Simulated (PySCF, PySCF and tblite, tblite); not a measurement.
# C6H10Ge: a path driven as a shift of bonds, and NMR exchange, part 2 of 2

PySCF and tblite. Atoms count from 0.

### 9 Shieldings, start: PBE0/pcSseg-1

The job: settings as JSON, then the geometry in Å.

```
{"job": {"kind": "nmr", "xc": "PBE0", "basis": "pcSseg-1", "pop": false}, "charge": 0, "multiplicity": 1}
C     -2.444192    -0.478524     2.936426
C     -1.349944     0.027383     2.047644
C     -1.390402     0.206016     0.696242
C     -0.099956     0.794875     0.234154
Ge    -0.455908     2.683220    -0.333775
C      0.732843     0.843685     1.471204
C     -0.022906     0.427061     2.521421
H     -3.337993    -0.755100     2.357948
H     -2.117177    -1.365081     3.506424
H     -2.741535     0.283262     3.677922
H     -2.238646    -0.005375     0.043267
H      0.368417     0.309471    -0.638355
H     -1.398304     2.678838    -1.557752
H      0.873055     3.363534    -0.733649
H     -1.107900     3.432677     0.840652
H      1.765149     1.194207     1.503869
H      0.292537     0.391937     3.566259
```

What it wrote:

```text
coarse grid: 63216 points
cycle   1  E = -2310.7465082209  dE =  1.202e-01  |g| = 9.168e-01  |ddm| = 3.849e+00
cycle   2  E = -2310.7062980160  dE =  4.021e-02  |g| = 9.655e-01  |ddm| = 1.235e+00
cycle   3  E = -2310.8238250976  dE = -1.175e-01  |g| = 1.136e-01  |ddm| = 8.356e-01
cycle   4  E = -2310.8259302493  dE = -2.105e-03  |g| = 6.368e-02  |ddm| = 1.735e-01
cycle   5  E = -2310.8269097989  dE = -9.795e-04  |g| = 1.415e-02  |ddm| = 6.515e-02
cycle   6  E = -2310.8269593917  dE = -4.959e-05  |g| = 3.520e-03  |ddm| = 1.549e-02
cycle   7  E = -2310.8269622163  dE = -2.825e-06  |g| = 7.550e-04  |ddm| = 4.140e-03
final grid: 134008 points
cycle   8  E = -2310.8269982132  dE =  5.578e-08  |g| = 1.056e-03  |ddm| = 3.077e-03
cycle   9  E = -2310.8269977943  dE =  4.189e-07  |g| = 1.697e-03  |ddm| = 2.833e-03
cycle  10  E = -2310.8269984783  dE = -6.840e-07  |g| = 2.017e-04  |ddm| = 1.716e-03
cycle  11  E = -2310.8269984880  dE = -9.651e-09  |g| = 3.341e-05  |ddm| = 1.971e-04
cycle  12  E = -2310.8269984882  dE = -2.306e-10  |g| = 9.158e-06  |ddm| = 4.238e-05
converged SCF energy = -2310.8269984882

GIAO shielding tensors (ppm)
atom      isotropic    diamagn.    paramagn.     s11        s22        s33       span
  0 C      166.607     241.867     -75.260    154.247    158.929    186.645     32.399
  1 C       35.262     264.945    -229.683    -63.582     28.428    140.939    204.521
  2 C       47.146     253.345    -206.198    -50.000     49.202    142.237    192.237
  3 C      136.881     243.087    -106.207    118.078    145.981    146.583     28.504
  4 Ge    1521.829    2755.825   -1233.995   1416.429   1496.710   1652.349    235.919
  5 C       40.663     253.710    -213.048    -64.106     35.135    150.959    215.065
  6 C       43.295     253.915    -210.620    -54.903     46.206    138.582    193.485
  7 H       29.117      27.595       1.522     24.323     28.724     34.303      9.980
  8 H       29.061      26.656       2.406     24.747     26.966     35.471     10.724
  9 H       29.129      25.236       3.893     25.168     27.040     35.179     10.010
 10 H       24.925      33.924      -8.999     22.907     23.982     27.887      4.980
 11 H       27.746      30.613      -2.866     24.080     24.691     34.469     10.388
 12 H       26.868      28.501      -1.632     20.389     22.254     37.963     17.574
 13 H       26.845      28.285      -1.440     20.356     22.086     38.093     17.737
 14 H       28.405      28.629      -0.224     21.607     25.273     38.334     16.728
 15 H       24.529      31.727      -7.198     22.651     23.867     27.068      4.417
 16 H       24.575      32.621      -8.046     22.785     23.823     27.117      4.332
```

Wall time 34 s (1 thread of Arm Neoverse V1, shared host); peak memory 0.93 GiB.

This run: HOMO -6.27 eV, LUMO -0.53 eV; dipole 0.12 D.

### 10 Shieldings, saddle of leg 1: PBE0/pcSseg-1

The job: settings as JSON, then the geometry in Å.

```
{"job": {"kind": "nmr", "xc": "PBE0", "basis": "pcSseg-1", "pop": false}, "charge": 0, "multiplicity": 1}
C     -1.527700    -1.132338     1.673080
C     -0.455467    -0.792778     0.678813
C     -0.566903    -0.910519    -0.722162
C      0.617651    -0.420204    -1.317218
Ge     0.554609     1.833667    -1.169913
C      1.497509     0.015264    -0.219722
C      0.802313    -0.233310     0.985707
H     -2.189097    -1.927083     1.294188
H     -1.096589    -1.472983     2.627485
H     -2.162870    -0.257010     1.896415
H     -1.437170    -1.284949    -1.261372
H      0.943322    -0.589981    -2.344184
H      0.247533     2.084919    -2.672331
H      1.713201     2.812470    -0.831797
H     -0.672732     2.060417    -0.281684
H      2.565529     0.211671    -0.320869
H      1.166860     0.002746     1.985564
```

What it wrote:

```text
coarse grid: 63216 points
cycle   1  E = -2310.7119047357  dE =  1.977e-01  |g| = 9.451e-01  |ddm| = 3.861e+00
cycle   2  E = -2310.6103509079  dE =  1.016e-01  |g| = 1.104e+00  |ddm| = 1.530e+00
cycle   3  E = -2310.7960098121  dE = -1.857e-01  |g| = 1.826e-01  |ddm| = 1.185e+00
cycle   4  E = -2310.8043914661  dE = -8.382e-03  |g| = 7.736e-02  |ddm| = 3.010e-01
cycle   5  E = -2310.8057578141  dE = -1.366e-03  |g| = 1.894e-02  |ddm| = 8.774e-02
cycle   6  E = -2310.8058536571  dE = -9.584e-05  |g| = 4.175e-03  |ddm| = 2.292e-02
cycle   7  E = -2310.8058572495  dE = -3.592e-06  |g| = 1.024e-03  |ddm| = 5.229e-03
final grid: 134008 points
cycle   8  E = -2310.8058492338  dE =  2.941e-08  |g| = 1.274e-03  |ddm| = 4.033e-03
cycle   9  E = -2310.8058488642  dE =  3.696e-07  |g| = 1.860e-03  |ddm| = 3.695e-03
cycle  10  E = -2310.8058496146  dE = -7.504e-07  |g| = 2.494e-04  |ddm| = 2.103e-03
cycle  11  E = -2310.8058496299  dE = -1.528e-08  |g| = 5.007e-05  |ddm| = 2.744e-04
cycle  12  E = -2310.8058496305  dE = -5.994e-10  |g| = 4.735e-06  |ddm| = 6.267e-05
converged SCF energy = -2310.8058496305

GIAO shielding tensors (ppm)
atom      isotropic    diamagn.    paramagn.     s11        s22        s33       span
  0 C      166.763     242.638     -75.876    154.565    157.305    188.417     33.852
  1 C       33.312     259.151    -225.839    -53.940      3.262    150.614    204.553
  2 C       57.993     250.128    -192.135    -21.168     43.387    151.761    172.929
  3 C       87.587     254.198    -166.611     16.071     90.252    156.439    140.368
  4 Ge    1449.009    2755.913   -1306.904   1164.749   1543.567   1638.711    473.962
  5 C       87.670     254.185    -166.516     16.192     90.539    156.278    140.086
  6 C       58.098     250.099    -192.001    -21.149     42.805    152.639    173.789
  7 H       28.966      27.173       1.793     23.803     28.191     34.903     11.100
  8 H       28.923      27.037       1.886     23.784     28.033     34.952     11.168
  9 H       29.062      27.423       1.639     25.183     26.895     35.109      9.925
 10 H       24.757      32.525      -7.768     22.117     25.030     27.125      5.008
 11 H       25.667      32.601      -6.934     21.892     25.715     29.393      7.501
 12 H       25.603      28.357      -2.754     18.682     21.294     36.833     18.151
 13 H       25.606      28.356      -2.750     18.686     21.293     36.837     18.151
 14 H       29.863      28.230       1.633     21.804     28.211     39.576     17.772
 15 H       25.662      32.598      -6.935     21.889     25.700     29.398      7.508
 16 H       24.748      32.524      -7.776     22.090     25.017     27.138      5.049
```

It took 35 s on 1 thread of Arm Neoverse V1, shared host; peak memory 0.93 GiB.

Key values: HOMO -6.28 eV, LUMO -0.36 eV; dipole 0.53 D.

### 11 The path in numbers

The job: settings as JSON, then the geometry in Å.

```
{"job": {"smiles": "CC1=C[CH]([GeH3])C=C1", "charge": 0, "mult": 1, "motion": "shift", "what": "ring whizzing, 1,2-shift on cyclopentadiene", "atoms": [4, 3, 5], "drives": [{"terms": [["d", [4, 3], 1], ["d", [4, 5], -1]], "neg": true, "n": 14}], "study": "path", "level": {"kind": "nmr", "xc": "PBE0", "basis": "pcSseg-1"}, "fields": [200, 250, 400], "first": 4, "seed": 777, "refine": {"xc": "B3LYP", "basis": "def2-SVP"}, "kind": "path"}, "charge": 0, "multiplicity": 1}
C     -2.430257    -0.457225     2.928326
C     -1.346838     0.049031     2.037795
C     -1.381288     0.205128     0.697977
C     -0.097956     0.776499     0.232465
Ge    -0.464405     2.661723    -0.308040
C      0.713607     0.837218     1.467590
C     -0.041980     0.444882     2.508946
H     -3.314370    -0.714175     2.349810
H     -2.093601    -1.342145     3.468152
H     -2.700737     0.299106     3.665040
H     -2.198239    -0.032278     0.038603
H      0.367430     0.263617    -0.608644
H     -1.377068     2.704992    -1.497332
H      0.802483     3.370066    -0.687630
H     -1.107811     3.400411     0.816738
H      1.740637     1.158293     1.487999
H      0.257529     0.406945     3.542106
```

What it wrote:

```text
stationary points (kcal/mol above the start)
  n  kind          group   xTB      DFT    lowest mode
  0  minimum      C1       0.00     0.00      70.3
  1  saddle       C1      10.02    13.14    -301.0
  2  minimum      C1       0.00     0.00      70.3

GFN2-xTB energies: T/K, barrier G, reaction G (kcal/mol), k forward, k back (1/s)
 150.00     9.31     0.00     0.0839     0.0849
 200.00     9.41     0.00        216        218
 250.00     9.52     0.00   2.46e+04   2.47e+04
 298.15     9.65     0.00   5.29e+05   5.32e+05
 350.00     9.79     0.00   5.66e+06   5.68e+06
 400.00     9.93     0.00   3.13e+07   3.14e+07
 500.00    10.24     0.00   3.47e+08   3.48e+08

B3LYP-D3(BJ)/def2-SVP energies: T/K, barrier G, reaction G (kcal/mol), k forward, k back (1/s)
 150.00    13.34     0.00   1.16e-07   1.17e-07
 200.00    13.43     0.00    0.00872    0.00878
 250.00    13.55     0.00       7.49       7.54
 298.15    13.67     0.00        596        599
 350.00    13.81     0.00   1.74e+04   1.75e+04
 400.00    13.95     0.00   1.99e+05   1.99e+05
 500.00    14.26     0.00   6.07e+06   6.07e+06

PBE0/pcSseg-1 + D3(BJ) energies: T/K, barrier G, reaction G (kcal/mol), k forward, k back (1/s)
 150.00    12.44     0.00   2.37e-06   2.39e-06
 200.00    12.53     0.00     0.0838     0.0844
 250.00    12.65     0.00       45.8       46.1
 298.15    12.77     0.00   2.72e+03   2.73e+03
 350.00    12.91     0.00   6.35e+04   6.37e+04
 400.00    13.05     0.00   6.16e+05   6.17e+05
 500.00    13.37     0.00    1.5e+07    1.5e+07
```

It took 5.2 min on 1 thread of Arm Neoverse V1, shared host; peak memory 0.93 GiB. This counts the whole study up to here.

Barriers by level (kcal/mol; entropies in cal/(mol K)). Zero-point and thermal terms come from xTB in every row. ΔG‡ leaves symmetry out; the rate counts one path; effective ΔG‡, where given, is the barrier that would give that rate by Eyring's equation alone:

```csv
level,ΔE‡,with zero-point,ΔH‡,ΔS‡,ΔG‡ (298 K),ΔE of reaction,k at 298 K (1/s),effective ΔG‡
GFN2-xTB,10.02,9.17,8.79,-2.9,9.65,0.00,5.3e+05,9.65
B3LYP-D3(BJ)/def2-SVP,14.04,13.19,12.82,-2.9,13.67,0.00,6e+02,13.67
PBE0/pcSseg-1 + D3(BJ),13.14,12.29,11.92,-2.9,12.77,0.00,2.7e+03,12.77
```

Sites that the driver pairs across this motion, and where their lines would merge (no couplings; faster rotations or exchange between molecules can average them sooner):

```csv
nucleus,sites: shielding (ppm),proton frequency (MHz),spread (Hz),coalescence (K),lines at 298 K
13C,C3: 136.9; C5: 40.7,200,4840,319,2
13C,C3: 136.9; C5: 40.7,250,6050,322,2
13C,C3: 136.9; C5: 40.7,400,9680,330,2
1H,H11: 27.75; H15: 24.53,200,644,289,1
1H,H11: 27.75; H15: 24.53,250,804,292,1
1H,H11: 27.75; H15: 24.53,400,1287,299,2
13C,C2: 47.1; C6: 43.3,200,194,274,1
13C,C2: 47.1; C6: 43.3,250,242,277,1
13C,C2: 47.1; C6: 43.3,400,388,283,1
1H,H10: 24.93; H16: 24.57,200,70,263,1
1H,H10: 24.93; H16: 24.57,250,88,265,1
1H,H10: 24.93; H16: 24.57,400,140,270,1
```

### 12 What came out

This closing draws on all 2 parts.

| quantity | value |
| --- | --- |
| barrier (PBE0/pcSseg-1 + D3(BJ)) | ΔE‡ 13.1, ΔG‡(298 K) 12.8 kcal/mol |
| barrier (GFN2-xTB) | ΔE‡ 10.0 kcal/mol |
| rate at 298 K | 2.7e+03 s⁻¹ |
| end of the path | the start, renumbered or mirrored |
| coalescence of 13C C3 | 330 K at 400 MHz |

**Reading.** The barrier is 13.1 kcal/mol at the DFT level (xTB: 10.0); with thermal terms and the count of paths the DFT value gives a rate of 2.7e+03 s⁻¹ at 298 K. An error of 1.4 kcal/mol changes that rate tenfold. The 13C lines of C3 and its partners, 9680 Hz apart at 400 MHz, merge at 330 K, so by this path alone the exchange at 298 K is slow for them; other paths were not followed.
